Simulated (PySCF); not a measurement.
# C3H10OSi (trimethylsilanol): the cost of one run

The runs use PySCF 2.14.0, with density-fitted response routines of our own; the level of theory stands in each step. All values are computed, except where a source is named. Atoms are numbered from 0 throughout.

## 1. Starting geometry

15 atoms, charge 0, multiplicity 1; geometry from: PBE0-D3(BJ)/def2-SVP.

Bonds of the start (Å): C0–Si1 1.88, Si1–C2 1.87, Si1–C3 1.88, Si1–O4 1.68, C0–H5 1.10, C0–H6 1.10, C0–H7 1.10, C2–H8 1.10, C2–H9 1.10, C2–H10 1.10, C3–H11 1.10, C3–H12 1.10, C3–H13 1.10, O4–H14 0.96.

## 2. Ultraviolet spectrum: HF/def2-SVPD

The job: settings as JSON, then the geometry in Å.

```
{"job": {"kind": "uv", "xc": "HF", "basis": "def2-SVPD", "ip": true}, "charge": 0, "multiplicity": 1}
C     -0.875229     0.734302    -1.361384
Si    -0.165656     0.071178     0.246425
C     -0.357753    -1.783662     0.343215
C      1.642293     0.564532     0.378119
O     -1.032439     0.667230     1.556339
H     -0.345516     0.308491    -2.229385
H     -0.784040     1.830771    -1.426931
H     -1.941876     0.478301    -1.458845
H      0.039332    -2.170715     1.294242
H      0.184158    -2.278111    -0.478638
H     -1.418638    -2.069725     0.274315
H      2.224794     0.148596    -0.460150
H      1.768139     1.659672     0.353620
H      2.085795     0.195529     1.315947
H     -1.048522     1.622667     1.655624
```

Method: TDDFT HF/def2-SVPD, vertical, gas phase, core orbitals frozen in the response.

On the command line:

```sh
$ OMP_NUM_THREADS=1 python probes_run.py task.json out
```

One launch serves the whole session: the jobs run in the order shown.

**Question.** How long does this first job take on 1 thread of Intel Xeon 6975P-C, shared host, and how much memory does it need?

About 13 s, with a peak of 0.71 GiB.
